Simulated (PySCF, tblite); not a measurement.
# C6H7P3: geometry, infrared bands and NMR shifts

What infrared bands and NMR shifts should C6H7P3 (`c1pcpc(C2CC2)p1`) show?

Programs: tblite 0.8.0 and PySCF 2.14.0, with density-fitted response routines of our own. Each step states its level of theory. These are calculated values for one molecule in the gas phase, unless marked as measured. Atoms count from 0, in the outputs and in this text.

## Step 1: Starting geometry

16 atoms, charge 0, multiplicity 1; geometry from: force field or distance geometry start.

Bonds of the start (Å): C0–P1 1.72, P1–C2 1.74, C2–P3 1.74, P3–C4 1.71, C4–C5 1.48, C5–C6 1.51, C6–C7 1.52, C4–P8 1.74, P8–C0 1.76, C7–C5 1.50, C0–H9 1.08, C2–H10 1.08, C5–H11 1.11, C6–H12 1.13, C6–H13 1.11, C7–H14 1.11, C7–H15 1.10.

## Step 2: Optimising the geometry with GFN2-xTB

What the job is given:

```
{"job": {"kind": "relax", "xc": "GFN2-xTB", "basis": "xTB"}, "charge": 0, "multiplicity": 1}
C      2.442100     1.184800     0.788800
P      3.448200     0.022200     0.013800
C      2.807700    -1.338200    -0.871000
P      1.082900    -1.531900    -1.029900
C      0.066100    -0.389800    -0.260200
C     -1.404400    -0.511400    -0.361200
C     -2.163800    -0.065500     0.865500
C     -2.142000     0.790100    -0.385500
P      0.708500     0.959600     0.630400
H      2.810500     2.029000     1.353300
H      3.501300    -2.026100    -1.326900
H     -1.774400    -1.384800    -0.934800
H     -3.065200    -0.709200     1.063300
H     -1.639100     0.396600     1.721800
H     -3.140200     0.871800    -0.865400
H     -1.545800     1.711700    -0.413400
```

On the command line:

```
> OMP_NUM_THREADS=1 python probes_run.py task.json out
```

The driver reads the jobs from task.json and runs them one after another.

**Question.** This job is followed by: GFN2-xTB harmonic vibrations, gas phase; GIAO PBE0/pcSseg-1 NMR shielding, non-relativistic, gas phase. Predict these results of the whole session: strongest single infrared mode (GFN2-xTB); zero-point energy (GFN2-xTB); ¹³C shifts against TMS (PBE0/pcSseg-1, means over atoms taken as alike); ¹H shifts against TMS (PBE0/pcSseg-1, means over atoms taken as alike); ³¹P shifts against H3PO4 (PBE0/pcSseg-1, means over atoms taken as alike); surface potential, 1st and 99th percentile.

As calculated:

```
                                                                 quantity                         value
                                strongest single infrared mode (GFN2-xTB)          1061 cm⁻¹, 68 km/mol
                                             zero-point energy (GFN2-xTB)                 69.9 kcal/mol
  ¹³C shifts against TMS (PBE0/pcSseg-1, means over atoms taken as alike)  223.5, 187.6, 31.7, 29.0 ppm
   ¹H shifts against TMS (PBE0/pcSseg-1, means over atoms taken as alike)   10.88, 2.93, 1.81, 1.42 ppm
³¹P shifts against H3PO4 (PBE0/pcSseg-1, means over atoms taken as alike)              256.2, 253.5 ppm
                                    surface potential, 1st and 99th percentile            -0.60 V and 0.98 V
```

**Reading.** The optimisation took 34 steps and gained 1.432 eV; among the close pairs (by a distance rule), C6–H12 changed most, from 1.125 to 1.080 Å. No mode is imaginary among the 42: a minimum at this level. The strongest single mode, at 1061 cm⁻¹, is spread over many atoms; the largest shares are those of C4, H10. Unscaled tight-binding wavenumbers are off by several per cent, some by more. Its intensities can rank the bands wrongly. At PBE0/pcSseg-1: The widest tensor belongs to P1: span 859 ppm, with a paramagnetic part of -904 ppm. NICS(1)zz of -22 ppm above the planar ring from C0 marks a diatropic (aromatic) ring current. By nearest atom (PBE0/pcSseg-1), the HOMO sits on C4 22 %; P1 20 % and the LUMO on P8 30 %; C2 20 %.
